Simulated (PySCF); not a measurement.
# BBrH2O2: the cost of one run

Computed with PySCF 2.14.0 and routines of our own; the level stands in each step. Atoms count from 0.

### Step 1. The system as given

6 atoms, charge 0, multiplicity 1; geometry from: GFN2-xTB.

### Step 2. Relaxing the molecule at PBE0-D3(BJ)/def2-SVP

Job settings and geometry (Å):

```
{"job": {"xc": "PBE0", "basis": "def2-SVP", "d3": "d3bj", "grid": 1, "maxiter": 30, "shake": 0.01, "kind": "geom"}, "charge": 0, "multiplicity": 1}
O      1.295740     0.480870     0.014350
B     -0.035440     0.224070    -0.007750
O     -0.510500    -1.033520    -0.010730
Br    -1.172760     1.725660    -0.041300
H      1.883940    -0.236090     0.016550
H     -1.436830    -1.191010    -0.015790
```

On the command line:

```sh
> OMP_NUM_THREADS=1 python heavy_run.py task.json out
```

One launch serves the whole session: the jobs run in the order shown.

**Question.** How long does this first job take on 1 thread of Arm Neoverse V2, shared host, and how much memory does it need?

About 13 s, with a peak of 0.36 GiB.
